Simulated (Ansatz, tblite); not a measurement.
# Sn(tBu)Me3 (C₇H₁₈Sn): a ladder of methods and basis sets

The task here is to estimate one member of a computed series from the others.

Computed with Ansatz 0.2.0, Gaussian basis. Level: as each input shows.

The runs, in order: GFN1-xTB, GFN2-xTB, PBE-D4/def2-TZVP, r2SCAN-D4/def2-TZVP, B3LYP-D4/def2-TZVP, LDA/def2-TZVP, BHLYP-D4/def2-TZVP, PBE-D4/def2-SVP, PBE0-D4/def2-SVP, CCSD(T)/def2-TZVP, RPA/def2-TZVP.

### The structure

The geometry is that of the singlet, from an earlier relaxation (PBE-D4/def2-SVP).

26 atoms, charge 0, spin multiplicity 1.

Bond lengths: Sn1–C2 2.219 Å, Sn1–C15 2.180 Å, Sn1–C19 2.180 Å, Sn1–C23 2.180 Å, C2–C3 1.534 Å, C2–C4 1.534 Å, C2–C5 1.534 Å, C3–H6 1.116 Å, C3–H7 1.110 Å, C3–H8 1.111 Å, C4–H9 1.111 Å, C4–H10 1.110 Å, C4–H11 1.116 Å, C5–H12 1.111 Å, C5–H13 1.110 Å, C5–H14 1.116 Å, C15–H16 1.108 Å, C15–H17 1.108 Å and more. Angles: C2–Sn1–C15 109.3°, C2–Sn1–C19 109.3°, C2–Sn1–C23 109.4°, C15–Sn1–C19 109.6°, C15–Sn1–C23 109.6°, C19–Sn1–C23 109.6°, Sn1–C2–C3 108.5°, Sn1–C2–C4 108.5°, Sn1–C2–C5 108.5°, C3–C2–C4 110.4°, C3–C2–C5 110.5°, C4–C2–C5 110.4°, C2–C3–H6 110.7°, C2–C3–H7 112.1°, C2–C3–H8 112.2°, H6–C3–H7 107.0°, H6–C3–H8 106.9°, H7–C3–H8 107.7° and more.

Sn takes a core potential in the def2 sets. No spin-orbit coupling is included.

PBE0-D4/def2-TZVP was run before; its log isn't repeated, and its numbers join the tables.

Set-up of the first run:

Tight binding, by tblite at 300 K electronic temperature and without a spin-polarisation term:

```python
tblite.interface.Calculator('GFN1-xTB', numbers, positions, charge=0, uhf=0).singlepoint()
```

Tight binding, by tblite at 300 K electronic temperature and without a spin-polarisation term:

```python
tblite.interface.Calculator('GFN2-xTB', numbers, positions, charge=0, uhf=0).singlepoint()
```

start.molden holds the orbitals of an earlier run on this state, given as this run's starting guess.

in.yaml reads:

```yaml
crystal:
  periodic: [false, false, false]
  atoms:
    - {symbol: Sn, position_ang: [0.003466, 0.001891, -1.005609]}
    - {symbol: C, position_ang: [-0.004098, -0.003177, 1.213531]}
    - {symbol: C, position_ang: [-1.450013, 0.168343, 1.694895]}
    - {symbol: C, position_ang: [0.865585, 1.160501, 1.704762]}
    - {symbol: C, position_ang: [0.567177, -1.340959, 1.699071]}
    - {symbol: H, position_ang: [-1.496269, 0.167976, 2.809682]}
    - {symbol: H, position_ang: [-1.894130, 1.126449, 1.351812]}
    - {symbol: H, position_ang: [-2.108997, -0.653648, 1.343387]}
    - {symbol: H, position_ang: [0.485262, 2.144172, 1.356544]}
    - {symbol: H, position_ang: [1.918907, 1.067348, 1.366064]}
    - {symbol: H, position_ang: [0.883206, 1.195115, 2.819827]}
    - {symbol: H, position_ang: [1.610756, -1.500788, 1.354256]}
    - {symbol: H, position_ang: [-0.038333, -2.204765, 1.352530]}
    - {symbol: H, position_ang: [0.583555, -1.380377, 2.813998]}
    - {symbol: C, position_ang: [2.062525, -0.001623, -1.720431]}
    - {symbol: H, position_ang: [2.083499, -0.059202, -2.826344]}
    - {symbol: H, position_ang: [2.610083, -0.872777, -1.310339]}
    - {symbol: H, position_ang: [2.580102, 0.924919, -1.403870]}
    - {symbol: C, position_ang: [-1.017715, 1.788036, -1.725283]}
    - {symbol: H, position_ang: [-0.551853, 2.696241, -1.295100]}
    - {symbol: H, position_ang: [-2.085536, 1.763475, -1.432500]}
    - {symbol: H, position_ang: [-0.954108, 1.847014, -2.829474]}
    - {symbol: C, position_ang: [-1.027253, -1.774354, -1.736006]}
    - {symbol: H, position_ang: [-2.060521, -1.809461, -1.338473]}
    - {symbol: H, position_ang: [-0.491199, -2.688572, -1.414373]}
    - {symbol: H, position_ang: [-1.074096, -1.761757, -2.842547]}
basis:
  gaussian: {orbitals: def2-TZVP, initial_orbitals: start.molden}
hamiltonian: {xc: pbe, dispersion: d4}
scf: {omitted_lower_state_checks: [starts]}
output: {forces: true, orbitals: {seedname: orbitals}}
```

On the command line:

```bash
$ ansatz run in.yaml --threads 2 --pin off --events-out ev --progress --plain --max-ram 32768MiB --backend cuda --devices 0, --max-vram 18GiB
```

Steps of the session up to this table: PBE-D4/def2-TZVP; r2SCAN-D4/def2-TZVP; B3LYP-D4/def2-TZVP; LDA/def2-TZVP; BHLYP-D4/def2-TZVP; PBE-D4/def2-SVP; PBE0-D4/def2-SVP; CCSD(T)/def2-TZVP; RPA/def2-TZVP.

One table of the session follows, with a row left open; its other results are not shown here.

It belongs to the step «Binding energy». 

```
             method  binding an atom (eV)
       HF/def2-TZVP                 2.934
      LDA/def2-TZVP                 4.395
    PBE-D4/def2-SVP                 3.975
   PBE-D4/def2-TZVP                 3.954
r2SCAN-D4/def2-TZVP                 3.903
 B3LYP-D4/def2-TZVP                     ?
   PBE0-D4/def2-SVP                 3.942
  PBE0-D4/def2-TZVP                 3.915
 BHLYP-D4/def2-TZVP                 3.820
      MP2/def2-TZVP                 3.796
     CCSD/def2-TZVP                 3.738
  CCSD(T)/def2-TZVP                 3.783
```

Q: Estimate the row for B3LYP-D4/def2-TZVP from the others.

As computed: binding an atom (eV): 3.898. In the column «binding an atom (eV)» it lies between BHLYP-D4/def2-TZVP (3.820) and r2SCAN-D4/def2-TZVP (3.903).

Limits of these values: Free atoms were run apart at each level; binding is atoms less cluster, divided by the number of atoms, without zero-point or spin-orbit terms.
